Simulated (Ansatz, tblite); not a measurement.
# Ga(H2O)F3 (F₃GaH₂O): rung by rung

The task here is to estimate one member of a computed series from the others.

Program: Ansatz 0.2.0, Gaussian basis. Level of theory: as each input shows. These are calculated values, not measurements.

Levels to be run: GFN1-xTB, GFN2-xTB, PBE-D4/def2-TZVP, r2SCAN-D4/def2-TZVP, B2PLYP/def2-TZVP, B97M-V/def2-TZVP, HSE06-D4/def2-TZVP, BHLYP-D4/def2-TZVP, r2SCANh-D4/def2-TZVP, PBE-QIDH/def2-TZVP, revPBE-D4/def2-TZVP, PBE-D4/def2-SVP, PBE0-D4/def2-SVP, HF/6-31G, B3LYP-D4/6-31G, PBE0-D4/def2-TZVPD, PBE-D4/def2-TZVPD, r2SCAN-D4/def2-TZVPD, CCSD(T)/def2-TZVPP, MP2/def2-TZVP, RPA/def2-TZVP.

## The structure

The singlet was relaxed beforehand with PBE-D4/def2-SVP.

7 atoms, charge 0, spin multiplicity 1.

Bond lengths: Ga1–O2 2.082 Å, Ga1–F5 1.756 Å, Ga1–F6 1.772 Å, Ga1–F7 1.773 Å, O2–H3 0.983 Å, O2–H4 0.982 Å. Angles: O2–Ga1–F5 109.0°, O2–Ga1–F6 91.6°, O2–Ga1–F7 90.8°, F5–Ga1–F6 119.2°, F5–Ga1–F7 119.2°, F6–Ga1–F7 116.9°, Ga1–O2–H3 101.4°, Ga1–O2–H4 102.3°, H3–O2–H4 105.5°.

Geometry (Å):

```xyz
7
F3GaH2O
Ga    0.18025   -0.06269   -0.85674
O     0.19505    0.03475    1.22260
H    -0.46013   -0.66021    1.45348
H    -0.25748    0.88919    1.39565
F     1.82312   -0.29901   -1.42902
F    -0.55437    1.54559   -0.97702
F    -0.92645   -1.44761   -0.80895
```

PBE0-D4/def2-TZVP was run before; its log isn't repeated, and its numbers join the tables.

Set-up of the first run:

Tight binding, by tblite at 300 K electronic temperature and without a spin-polarisation term:

```python
tblite.interface.Calculator('GFN1-xTB', numbers, positions, charge=0, uhf=0).singlepoint()
```

Tight binding, by tblite at 300 K electronic temperature and without a spin-polarisation term:

```python
tblite.interface.Calculator('GFN2-xTB', numbers, positions, charge=0, uhf=0).singlepoint()
```

start.molden holds the orbitals of an earlier run on this state, given as this run's starting guess.

The input, in.yaml:

```yaml
crystal:
  periodic: [false, false, false]
  atoms:
    - {symbol: Ga, position_ang: [0.180253, -0.062688, -0.856736]}
    - {symbol: O, position_ang: [0.195048, 0.034752, 1.222603]}
    - {symbol: H, position_ang: [-0.460125, -0.660215, 1.453483]}
    - {symbol: H, position_ang: [-0.257478, 0.889195, 1.395651]}
    - {symbol: F, position_ang: [1.823120, -0.299014, -1.429018]}
    - {symbol: F, position_ang: [-0.554370, 1.545590, -0.977019]}
    - {symbol: F, position_ang: [-0.926448, -1.447610, -0.808954]}
basis:
  gaussian: {orbitals: def2-TZVP, initial_orbitals: start.molden}
hamiltonian: {xc: pbe, dispersion: d4}
scf: {omitted_lower_state_checks: [starts]}
output: {orbitals: {seedname: orbitals}}
```

Started as:

```sh
$ ansatz run in.yaml --threads 2 --pin off --events-out ev --progress --plain --max-ram 32768MiB --backend cpu
```

Among the steps run: PBE-D4/def2-TZVP; r2SCAN-D4/def2-TZVP; B2PLYP/def2-TZVP; B97M-V/def2-TZVP; HSE06-D4/def2-TZVP; BHLYP-D4/def2-TZVP; r2SCANh-D4/def2-TZVP; PBE-QIDH/def2-TZVP; revPBE-D4/def2-TZVP; PBE-D4/def2-SVP; PBE0-D4/def2-SVP; HF/6-31G; B3LYP-D4/6-31G; PBE0-D4/def2-TZVPD; PBE-D4/def2-TZVPD; r2SCAN-D4/def2-TZVPD; CCSD(T)/def2-TZVPP; MP2/def2-TZVP; RPA/def2-TZVP.

One table of the session follows, with a row left open; its other results are not shown here.

```
               level  HOMO (eV)  gap (eV)
            HF/6-31G     -16.09     17.90
     PBE-D4/def2-SVP          ?         ?
    PBE-D4/def2-TZVP      -8.77      6.47
   PBE-D4/def2-TZVPD      -8.90      6.35
 revPBE-D4/def2-TZVP      -8.67      6.52
 r2SCAN-D4/def2-TZVP      -9.27      7.43
r2SCAN-D4/def2-TZVPD      -9.36      7.31
    B97M-V/def2-TZVP      -9.38      7.27
r2SCANh-D4/def2-TZVP     -10.06      8.56
      B3LYP-D4/6-31G     -10.11      8.24
    PBE0-D4/def2-SVP     -10.53      9.51
   PBE0-D4/def2-TZVP     -10.87      9.57
  PBE0-D4/def2-TZVPD     -10.97      9.33
  HSE06-D4/def2-TZVP     -10.45      8.78
  BHLYP-D4/def2-TZVP     -12.96     12.43
```

**Question.** Estimate the row for PBE-D4/def2-SVP.

The run gave: HOMO (eV): -8.32; gap (eV): 6.33. In the column «HOMO (eV)» it is the highest.
